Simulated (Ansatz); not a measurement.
# CH₆GeN radical: small, medium and large basis sets

One table from this session's results is given with a row withheld; the runs are named, their logs left out.

The runs use Ansatz 0.2.0, Gaussian basis; one geometry, several basis sets.

Levels to be run: PBE0-D4/def2-SVP; ωB97M-V/def2-SVP; PBE0-D4/def2-QZVPP; ωB97M-V/def2-QZVPP; the functionals' def2-TZVPP values are taken from earlier runs.

### The geometry

An earlier PBE0-D4 in a triple-zeta def2 set relaxation fixed the geometry.

9 atoms, charge 0, spin multiplicity 2.

Atoms are counted from 1 here; the program's logs count them from 0.

Bond lengths: C1–N2 1.425 Å, C1–H4 1.095 Å, C1–H5 1.101 Å, C1–H6 1.104 Å, N2–Ge3 1.863 Å, Ge3–H7 1.545 Å, Ge3–H8 1.534 Å, Ge3–H9 1.540 Å. Angles: N2–C1–H4 111.0°, N2–C1–H5 114.7°, N2–C1–H6 109.0°, H4–C1–H5 109.2°, H4–C1–H6 106.8°, H5–C1–H6 105.7°, C1–N2–Ge3 116.4°, N2–Ge3–H7 111.5°, N2–Ge3–H8 107.5°, N2–Ge3–H9 107.4°, H7–Ge3–H8 110.7°, H7–Ge3–H9 109.7°, H8–Ge3–H9 110.0°.

The first run:

File in.yaml:

```yaml
crystal:
  periodic: [false, false, false]
  atoms:
    - {symbol: C, position_ang: [-0.411871, 0.982074, -0.924872]}
    - {symbol: N, position_ang: [-0.914078, -0.111449, -0.160774]}
    - {symbol: Ge, position_ang: [0.325197, -1.031443, 0.882020]}
    - {symbol: H, position_ang: [-1.134611, 1.293136, -1.686321]}
    - {symbol: H, position_ang: [0.562796, 0.800838, -1.402948]}
    - {symbol: H, position_ang: [-0.260451, 1.847615, -0.256902]}
    - {symbol: H, position_ang: [1.747020, -0.943182, 0.283277]}
    - {symbol: H, position_ang: [-0.137416, -2.491213, 0.966212]}
    - {symbol: H, position_ang: [0.311915, -0.392774, 2.283309]}
basis:
  gaussian: {orbitals: def2-SVP}
magnetization: {spin_polarized: true, initial_magnetization: 1}
hamiltonian: {xc: pbe0, dispersion: d4}
output: {orbitals: {seedname: orbitals}}
```

Launch:

```bash
ansatz run in.yaml --threads 4 --pin off --events-out ev --progress --plain --max-ram 10444MiB
```

Steps of the session up to this table: PBE0-D4 in def2-SVP; ωB97M-V in def2-SVP; PBE0-D4 in def2-QZVPP; ωB97M-V in def2-QZVPP.

One table of the session follows, with a row left open; its other results are not shown here.

| functional | basis | HOMO (eV) | LUMO (eV) |
| --- | --- | --- | --- |
| PBE0-D4 | def2-SVP | -6.81 | -2.36 |
| PBE0-D4 | def2-TZVPP | -6.99 | -2.51 |
| PBE0-D4 | def2-QZVPP | -7.02 | -2.55 |
| ωB97M-V | def2-SVP | ? | ? |
| ωB97M-V | def2-TZVPP | -9.28 | -0.47 |
| ωB97M-V | def2-QZVPP | -9.31 | -0.53 |

**Question.** Estimate the row for ωB97M-V, def2-SVP.

The run gave: HOMO (eV): -9.08; LUMO (eV): -0.24. In the column «HOMO (eV)» it lies between ωB97M-V, def2-TZVPP (-9.28) and PBE0-D4, def2-QZVPP (-7.02).
